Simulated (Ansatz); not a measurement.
# MgNb2O5: the cost of one run

Method: DFT PBE, scalar-relativistic, plane waves, PAW, unless a step names another level, in Ansatz 0.2.0.

5 further runs of the same task are left out: 4 that didn't finish, 1 set aside as unsound or not needed. Runs told in other sessions of the task aren't counted.

**1. The starting structure**

Symmetry: Cmcm, No. 63, orthorhombic system. The conventional cell has a = 4.085 Å, b = 9.548 Å, c = 10.281 Å, α = 90.00°, β = 90.00°, γ = 90.00°. Mg (site symmetry m2m) has 6 O at 2.00 to 2.17 Å in its first shell of neighbours. Around Nb (site symmetry m) lie 6 O at 1.99 to 2.17 Å. Around O (site symmetry m) lie 2 Nb at 1.99 to 2.02 Å and 1 Mg at 2.00 Å. O (site symmetry m) is surrounded by 3 Nb at 2.06 to 2.17 Å and 1 Mg at 2.17 Å. O (site symmetry m2m) is surrounded by 2 Nb at 2.11 Å and 2 Mg at 2.16 Å.

Structure file:

```
Mg Nb O
1.0
     2.04270   -4.77406    0.00000
     2.04270    4.77406    0.00000
     0.00000    0.00000   10.28117
Mg Nb O
2 4 10
Cartesian
  2.0427 2.9275 2.5703
  2.0427 -2.9275 7.7109
  2.0427 -3.2943 0.5935
  2.0427 -3.2943 4.5470
  2.0427 3.2943 5.7341
  2.0427 3.2943 9.6876
  2.0427 4.3016 1.1189
  2.0427 4.3016 4.0217
  2.0427 1.6444 4.3175
  2.0427 1.6444 0.8231
  2.0427 -4.3016 6.2594
  2.0427 -4.3016 9.1623
  2.0427 -1.6444 9.4581
  2.0427 -1.6444 5.9637
  2.0427 2.5536 7.7109
  2.0427 -2.5536 2.5703
```

It came out lowest among 18 distinct ends of the trial cells. At a tolerance of 0.05 Å it has space group Cmcm (No. 63).

**2. Bands, states and charges**

Contents of input.yaml:

```yaml
crystal:
  lattice:
    - [2.0427009375, -4.7740605642, 0.0]
    - [2.0427009375, 4.7740605642, 0.0]
    - [0.0, 0.0, 10.2811686208]
  atoms:
    - { symbol: Mg, position: [0.1933994125, 0.8066005875, 0.25] }
    - { symbol: Mg, position: [0.8066005875, 0.1933994125, 0.75] }
    - { symbol: Nb, position: [0.8450180763, 0.1549819237, 0.0577305333] }
    - { symbol: Nb, position: [0.8450180763, 0.1549819237, 0.4422694667] }
    - { symbol: Nb, position: [0.1549819237, 0.8450180763, 0.5577305333] }
    - { symbol: Nb, position: [0.1549819237, 0.8450180763, 0.9422694667] }
    - { symbol: O, position: [0.0494865806, 0.9505134194, 0.1088259865] }
    - { symbol: O, position: [0.0494865806, 0.9505134194, 0.3911740135] }
    - { symbol: O, position: [0.3277759786, 0.6722240214, 0.4199419768] }
    - { symbol: O, position: [0.3277759786, 0.6722240214, 0.0800580232] }
    - { symbol: O, position: [0.9505134194, 0.0494865806, 0.6088259865] }
    - { symbol: O, position: [0.9505134194, 0.0494865806, 0.8911740135] }
    - { symbol: O, position: [0.6722240214, 0.3277759786, 0.9199419768] }
    - { symbol: O, position: [0.6722240214, 0.3277759786, 0.5800580232] }
    - { symbol: O, position: [0.2325542397, 0.7674457603, 0.75] }
    - { symbol: O, position: [0.7674457603, 0.2325542397, 0.25] }
basis:
  ecutwfc: 420
kpoints:
  mp_grid: { grid: [8, 8, 4] }
  band_path:
    path:
      - [[0.0, 0.0, 0.0], [-0.5, 0.5, 0.0], [-0.29576924, 0.70423076, 0.0]]
      - [[0.29576924, 0.29576924, 0.0], [0.0, 0.0, 0.0], [0.0, 0.0, 0.5], [0.29576924, 0.29576924, 0.5]]
      - [[-0.29576924, 0.70423076, 0.5], [-0.5, 0.5, 0.5], [-0.5, 0.5, 0.0]]
      - [[0.0, 0.0, 0.0], [0.0, 0.5, 0.0], [0.0, 0.5, 0.5], [0.0, 0.0, 0.5], [-0.5, 0.5, 0.5]]
    npoints: 10
hamiltonian:
  xc: pbe
scf:
  occupations: { method: gaussian, width: 0.1 }
  n_extra_bands: 40
output:
  forces: true
  stress: true
  eigenvalues: true
  populations: true
  dos: { projected: true, de: 0.02, nscf_kmesh: { grid: [10, 10, 5] } }
  bader: false
```

Command:

```console
> ansatz run input.yaml --threads 1 --pin off --max-ram 2560MiB --backend cpu --events-out ev --progress --plain --runs-dir out
```

Q: Estimate wall time and peak memory on 1 thread of Intel Xeon Platinum 8259CL at 2.50GHz (Skylake/Cascade Lake), shared host.

About 4 min, with a peak of 1.7 GiB.
